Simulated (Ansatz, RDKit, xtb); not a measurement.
# C5H7BN2: ranking a sample of isomers, part 2 of 2

A sample of isomers of C5H7BN2 is drawn. Aim: find which of them has the lowest free energy at 298.15 K, then its properties. The sample is small against all isomers, and the most stable one of this formula need not be in it.

xtb, Ansatz and PySCF; isolated molecules. The steps go on from the part before.

**10. c917c at MP2/def2-TZVPP**

Input file input.yaml:

```yaml
crystal:
  periodic: [false, false, false]
  atoms:
    - symbol: C
      position_ang: [-2.533637, 2.905726, 0.804165]
    - symbol: C
      position_ang: [-1.888537, 1.836300, 0.067251]
    - symbol: C
      position_ang: [-1.347522, 0.939733, -0.557510]
    - symbol: C
      position_ang: [-0.677156, -0.072894, -2.932361]
    - symbol: C
      position_ang: [0.044387, -1.564713, 0.607364]
    - symbol: B
      position_ang: [-0.684460, -0.162411, -1.375422]
    - symbol: "N"
      position_ang: [-0.667640, -0.013766, -4.090570]
    - symbol: "N"
      position_ang: [-0.070706, -1.271127, -0.798657]
    - symbol: H
      position_ang: [-3.004161, 3.630831, 0.122416]
    - symbol: H
      position_ang: [-3.314028, 2.508511, 1.472037]
    - symbol: H
      position_ang: [-1.804440, 3.447627, 1.426811]
    - symbol: H
      position_ang: [0.347301, -1.960334, -1.414213]
    - symbol: H
      position_ang: [1.099413, -1.635321, 0.919659]
    - symbol: H
      position_ang: [-0.449396, -2.516955, 0.862477]
    - symbol: H
      position_ang: [-0.433217, -0.763179, 1.185834]
basis:
  gaussian:
    orbitals: def2-TZVPP
total_charge: 0
correlation:
  method: mp2
  frozen_orbitals: {B: 1, C: 1, "N": 1, H: 0}
```

The run is started by

```bash
ansatz run input.yaml --threads 4 --pin off --max-ram 7830MiB --events-out events.jsonl --progress --plain --runs-dir runs
```

Output:

```text
Warning: RAYON_NUM_THREADS=4 ignored (pool sized by the plan → 4); use --threads N
Functional definition: HF
  name "HF"
  exchange = exact_x
  correlation = 0
2080 factors; integrals over basis functions are off by at most 1.3e-3 eV
mean field evaluation 1: about -8895.8908 eV, gradient 4.6e1 eV
mean field evaluation 2: about -8896.3362 eV, gradient 4.6e1 eV
mean field evaluation 4: about -8901.6364 eV, gradient 7.9e0 eV
mean field evaluation 8: about -8901.8089 eV, gradient 6.9e-1 eV
mean field evaluation 16: about -8901.8107 eV, gradient 1.6e-6 eV
mean field -8901.81066465 eV, -327.1355080618 hartree, gradient 1.6e-6 eV, S^2 0.000000; 0 other end points of the search recorded, 0 dependent functions left out
8 core orbitals not correlated: weight in the atoms' cores, before any rotation towards them, 1.000 or more for the frozen orbitals, at most 0.000 for the correlated occupied ones
reference -8901.81066465 eV, -327.1355080618 hartree; 20, 20 occupied and 318, 318 virtual orbitals, 2080 factors
second order -34.85866473 eV of doubles, -0.00000000 eV of singles
Total energy: -8936.66932938 eV, -328.4165403627 hartree
```

It took 8.1 s on 4 threads of Arm Neoverse V2, shared host; peak memory 1.1 GiB.

**11. c547a at CCSD(T)/def2-SVP**

Input file input.yaml:

```yaml
crystal:
  periodic: [false, false, false]
  atoms:
    - {symbol: C, position_ang: [-0.648560, 1.324615, -2.112106]}
    - {symbol: C, position_ang: [-0.132153, 0.297590, -2.791979]}
    - {symbol: C, position_ang: [-0.096379, -2.364802, -2.614945]}
    - {symbol: C, position_ang: [0.580721, -0.882907, 0.477175]}
    - {symbol: C, position_ang: [0.557693, -0.815727, 1.919839]}
    - {symbol: B, position_ang: [0.606217, -1.000099, -2.220854]}
    - {symbol: N, position_ang: [-0.607719, -3.363569, -2.909732]}
    - {symbol: N, position_ang: [0.603338, -0.950226, -0.668460]}
    - {symbol: H, position_ang: [-0.625385, 1.371410, -1.015788]}
    - {symbol: H, position_ang: [-1.122657, 2.177091, -2.609436]}
    - {symbol: H, position_ang: [-0.202315, 0.332244, -3.887793]}
    - {symbol: H, position_ang: [1.791065, -1.037446, -2.529769]}
    - {symbol: H, position_ang: [0.056553, -1.709547, 2.318999]}
    - {symbol: H, position_ang: [0.007729, 0.080342, 2.241280]}
    - {symbol: H, position_ang: [1.585258, -0.771356, 2.308594]}
basis:
  gaussian:
    orbitals: def2-SVP
correlation:
  method: ccsd_t
  frozen_orbitals: {B: 1, C: 1, "N": 1, H: 0}
```

The run is started by

```bash
ansatz run input.yaml --threads 4 --pin off --max-ram 7830MiB --events-out events.jsonl --progress --plain --runs-dir runs
```

Output, cut to the lines that bear on the results:

```text
Warning: RAYON_NUM_THREADS=4 ignored (pool sized by the plan → 4); use --threads N
[... 2 set-up lines as earlier in the session ...]
[...]
1521 factors; integrals over basis functions are off by at most 1.3e-3 eV
[...]
mean field -8890.77258560 eV, -326.7298661386 hartree, gradient 1.4e-6 eV, S^2 0.000000; 0 other end points of the search recorded, 0 dependent functions left out
8 core orbitals not correlated: weight in the atoms' cores, before any rotation towards them, 1.000 or more for the frozen orbitals, at most 0.000 for the correlated occupied ones
reference -8890.77258560 eV, -326.7298661386 hartree; 20, 20 occupied and 119, 119 virtual orbitals, 1521 factors
second order -28.84847242 eV of doubles, -0.00000000 eV of singles
cycle   1  -29.11120650 eV  change   -2.6e-1 eV  update   1.4e-1
[...]
cycle   9  -30.30844978 eV  change   -2.3e-5 eV  update   4.5e-5
perturbative correction -1.21936544 eV, -0.0448108536 hartree
Total energy: -8922.30040082 eV, -327.8884919778 hartree
```

It took 31 s on 4 threads of Arm Neoverse V2, shared host; peak memory 1.4 GiB.

For c827a the log finds that unrestricted Hartree-Fock orbitals lie lower, a sign to watch the closed-shell reference there.

**12. The ranking**

Energies in kcal/mol from c917c; G adds the thermal terms to the CCSD(T)/def2-SVP + MP2/def2-TZVPP - MP2/def2-SVP energy. The columns left of the relaxed level are at the tight-binding geometries.

| label | SMILES | spin | GFN2-xTB | HF/STO-3G | r2SCAN-D4/def2-SVP | PBE0-D3(BJ)/def2-SVP | HF/def2-SVP | MP2/def2-SVP | CCSD(T)/def2-SVP + MP2/def2-TZVPP - MP2/def2-SVP | G | share at equilibrium | T1 |
| --- | --- | --- | --- | --- | --- | --- | --- | --- | --- | --- | --- | --- |
| c917c | CC#CB(C#N)NC | singlet | 0.0 | 0.0 | 0.0 | 0.0 | 0.0 | 0.0 | 0.0 | 0.0 | 100.0 % | 0.014 |
| c547a | C=C[B@H-](C#N)[N+]#CC | singlet | 20.5 | 40.7 | 24.5 | 22.6 | 23.9 | 20.4 | 19.1 | 16.6 | < 0.1 % | 0.013 |
| c827a | C=C([BH2-][N+]#CC)C#N | singlet | 12.7 | 53.2 | 34.3 | 28.7 | 35.6 | 27.8 | 28.2 | 25.6 | < 0.1 % | 0.014 |

Lowest found: c917c, `CC#CB(C#N)NC`, a singlet. Bond lengths: C1–C2 1.450 Å, C2–C3 1.219 Å, C3–B6 1.524 Å, C4–B6 1.560 Å, C4–N7 1.160 Å, C5–N8 1.441 Å, B6–N8 1.392 Å, C1–H9 1.101 Å, C1–H10 1.101 Å, C1–H11 1.101 Å, N8–H12 1.014 Å, C5–H13 1.103 Å, C5–H14 1.103 Å, C5–H15 1.098 Å. Some angles: C1–C2–C3 179.7°, C2–C3–B6 178.4°, C3–B6–C4 119.8°, C3–B6–N8 123.0°, C4–B6–N8 117.2°, B6–C4–N7 179.6°, C5–N8–B6 127.0°, C2–C1–H9 111.2°, C2–C1–H10 110.9°, C2–C1–H11 110.8°.

```xyz
15

C    -2.5336    2.9057    0.8042
C    -1.8885    1.8363    0.0673
C    -1.3475    0.9397   -0.5575
C    -0.6772   -0.0729   -2.9324
C     0.0444   -1.5647    0.6074
B    -0.6845   -0.1624   -1.3754
N    -0.6676   -0.0138   -4.0906
N    -0.0707   -1.2711   -0.7987
H    -3.0042    3.6308    0.1224
H    -3.3140    2.5085    1.4720
H    -1.8044    3.4476    1.4268
H     0.3473   -1.9603   -1.4142
H     1.0994   -1.6353    0.9197
H    -0.4494   -2.5170    0.8625
H    -0.4332   -0.7632    1.1858
```

**13. What came out**

This closing draws on all 2 parts.

| quantity | value |
| --- | --- |
| lowest structure found | CC#CB(C#N)NC, singlet |
| next finalist | C=C[B@H-](C#N)[N+]#CC, singlet, 16.6 kcal/mol higher in G |
| share at equilibrium, among the finalists | 100.0 % |
| funnel | 8 starts, 7 minima at GFN2-xTB, 9 screening runs, 3 relaxed, 3 ranked |
| CPU time of all runs | 16 min |

**Reading.** `CC#CB(C#N)NC` comes out lowest. Among the finalists first place is clear (16.6 kcal/mol); structures outside the list aren't covered. GFN2-xTB, HF/STO-3G, r2SCAN-D4/def2-SVP, PBE0-D3(BJ)/def2-SVP, HF/def2-SVP and MP2/def2-SVP already put its bonding pattern lowest among the structures in one piece. The largest share of the time went into the relaxations (47 %). The search is not exhaustive (a finite list of starts, one conformer a finalist), so a lower isomer can't be ruled out. Only 4 drawn patterns were tried, so whole families of isomers are missing, and the result ranks this sample alone.
